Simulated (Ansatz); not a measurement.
# Na2Be: the cost of one run

Method: DFT PBE, scalar-relativistic, plane waves, PAW, in Ansatz 0.2.0.

1 further run of the same task is left out (it didn't finish).

### Step 1. The structure to begin with

It takes space group P6/mmm (No. 191, hexagonal). The conventional cell has a = 4.207 Å, b = 4.207 Å, c = 2.959 Å, α = 90.00°, β = 90.00°, γ = 120.00°. Around Na (site symmetry -6m2) lie 3 Na at 2.43 Å. Around Be (site symmetry 6/mmm) lie 12 Na at 2.84 Å and 2 Be at 2.96 Å.

Coordinates:

```cif
data_structure
_symmetry_space_group_name_H-M 'P 1'
_symmetry_Int_Tables_number 1
_cell_length_a 4.2074
_cell_length_b 4.2074
_cell_length_c 2.9593
_cell_angle_alpha 90.000
_cell_angle_beta 90.000
_cell_angle_gamma 120.000
_cell_volume 45.37
loop_
_atom_site_label
_atom_site_type_symbol
_atom_site_fract_x
_atom_site_fract_y
_atom_site_fract_z
_atom_site_occupancy
Na1 Na 0.33333 0.66667 0.50000 1
Na2 Na 0.66667 0.33333 0.50000 1
Be1 Be 0.00000 0.00000 0.00000 1
```

This is candidate A: TbCd2 type (P6/mmm, No. 191).

(A quick probe on a coarse mesh, which set the mesh and smearing, is not shown.)

### Step 3. A loose first relaxation (candidate A)

File input.yaml:

```yaml
crystal:
  lattice:
    - [4.2074010116, 0.0, 0.0]
    - [-2.1037005059, 3.64371616, 0.0]
    - [0.0, 0.0, 2.9593352481]
  atoms:
    - { symbol: Na, position: [0.3333333333, 0.6666666667, 0.5] }
    - { symbol: Na, position: [0.6666666667, 0.3333333333, 0.5] }
    - { symbol: Be, position: [0.0, 0.0, 0.0] }
basis:
  ecutwfc: 420
kpoints:
  mp_grid: { grid: [6, 6, 6] }
hamiltonian:
  xc: pbe
scf:
  occupations: { method: gaussian, width: 0.1 }
  lower_state_search: "off"
output:
  forces: true
  stress: true
  eigenvalues: true
relax:
  adjacent_minimum: "off"
  f_tol: 0.04
  max_steps: 70
  cell: { stress_tol: 0.4 }
```

Command:

```sh
> ansatz run input.yaml --threads 1 --pin off --max-ram 2560MiB --backend cpu --events-out ev --progress --plain --runs-dir out
```

Q: Estimate wall time and peak memory on 1 thread of Arm Neoverse V1, shared host.

About 13 s, with a peak of 0.31 GiB.
